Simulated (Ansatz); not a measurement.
# C4H9F2In: the cost of one run

The runs use Ansatz 0.2.0, Gaussian basis; RKS PBE0-D4/def2-TZVP.

Levels to be run: relaxation at PBE0-D4/def2-TZVP; harmonic vibrations at the same level; a single point in def2-TZVPP for the fields.

1 further run of the same task is left out (it didn't finish). Runs told in other sessions of the task aren't counted.

## Step 1: Where the work starts

16 atoms, charge 0, spin multiplicity 1.

Atoms are counted from 1 here; the program's logs count them from 0.

Bond lengths: C1–C2 1.500 Å, C1–H8 1.092 Å, C1–H9 1.090 Å, C1–H10 1.090 Å, C2–C3 1.501 Å, C2–C4 1.501 Å, C2–In5 2.404 Å, C3–H11 1.090 Å, C3–H12 1.094 Å, C3–H13 1.090 Å, C4–H14 1.090 Å, C4–H15 1.092 Å, C4–H16 1.090 Å, In5–F6 2.049 Å, In5–F7 2.053 Å. Angles: C2–C1–H8 109.5°, C2–C1–H9 110.4°, C2–C1–H10 111.4°, H8–C1–H9 107.8°, H8–C1–H10 108.4°, H9–C1–H10 109.1°, C1–C2–C3 114.9°, C1–C2–C4 113.2°, C1–C2–In5 102.3°, C3–C2–C4 114.8°, C3–C2–In5 107.1°, C4–C2–In5 102.7°, C2–C3–H11 111.5°, C2–C3–H12 108.9°, C2–C3–H13 111.5°, H11–C3–H12 108.0°, H11–C3–H13 108.8°, H12–C3–H13 108.0° and more.

Geometry (Å):

```mol
C4H9F2In
  3D, bonds by distance, orders not assigned

 16 15  0  0  0  0  0  0  0  0999 V2000
    0.4829    0.6179    1.3207 C   0  0
    0.0775   -0.2050    0.1341 C   0  0
    1.1206   -1.1670   -0.3547 C   0  0
   -1.3019   -0.7829    0.2589 C   0  0
   -0.2012    1.4620   -1.5755 In  0  0
   -1.5490    2.7423   -0.7131 F   0  0
    0.4231    1.9352   -3.4730 F   0  0
    0.4808   -0.0078    2.2156 H   0  0
   -0.2255    1.4308    1.4799 H   0  0
    1.4824    1.0345    1.1938 H   0  0
    0.8123   -1.6533   -1.2802 H   0  0
    1.2697   -1.9427    0.4019 H   0  0
    2.0765   -0.6693   -0.5206 H   0  0
   -1.5880   -1.3322   -0.6385 H   0  0
   -1.3304   -1.4696    1.1071 H   0  0
   -2.0298    0.0072    0.4435 H   0  0
  1  2  8  0
  2  3  8  0
  2  4  8  0
  2  5  8  0
  5  6  8  0
  5  7  8  0
  1  8  8  0
  1  9  8  0
  1 10  8  0
  3 11  8  0
  3 12  8  0
  3 13  8  0
  4 14  8  0
  4 15  8  0
  4 16  8  0
M  END
```

The start is a GFN2-xTB geometry. In takes the def2 core potential; no spin-orbit term is included.

## Step 2: Optimising with PBE0-D4/def2-TZVP

The input, in.yaml:

```yaml
crystal:
  periodic: [false, false, false]
  atoms:
    - {symbol: C, position_ang: [0.482940, 0.617890, 1.320670]}
    - {symbol: C, position_ang: [0.077550, -0.205030, 0.134130]}
    - {symbol: C, position_ang: [1.120610, -1.167020, -0.354670]}
    - {symbol: C, position_ang: [-1.301920, -0.782910, 0.258920]}
    - {symbol: In, position_ang: [-0.201220, 1.462000, -1.575480]}
    - {symbol: F, position_ang: [-1.549030, 2.742260, -0.713100]}
    - {symbol: F, position_ang: [0.423110, 1.935250, -3.472990]}
    - {symbol: H, position_ang: [0.480820, -0.007830, 2.215640]}
    - {symbol: H, position_ang: [-0.225470, 1.430780, 1.479880]}
    - {symbol: H, position_ang: [1.482380, 1.034480, 1.193760]}
    - {symbol: H, position_ang: [0.812300, -1.653300, -1.280210]}
    - {symbol: H, position_ang: [1.269700, -1.942690, 0.401910]}
    - {symbol: H, position_ang: [2.076470, -0.669250, -0.520590]}
    - {symbol: H, position_ang: [-1.588040, -1.332200, -0.638500]}
    - {symbol: H, position_ang: [-1.330410, -1.469640, 1.107100]}
    - {symbol: H, position_ang: [-2.029790, 0.007210, 0.443540]}
basis:
  gaussian: {orbitals: def2-TZVP}
hamiltonian: {xc: pbe0, dispersion: d4}
relax: {f_tol: 0.005, max_steps: 150}
```

The run is started by

```bash
> ansatz run in.yaml --threads 4 --pin off --events-out ev --progress --plain --max-ram 11315MiB
```

Q: Estimate wall time and peak memory on 4 threads of AMD EPYC 7R43, shared host.

About 89 s, with a peak of 1.2 GiB.
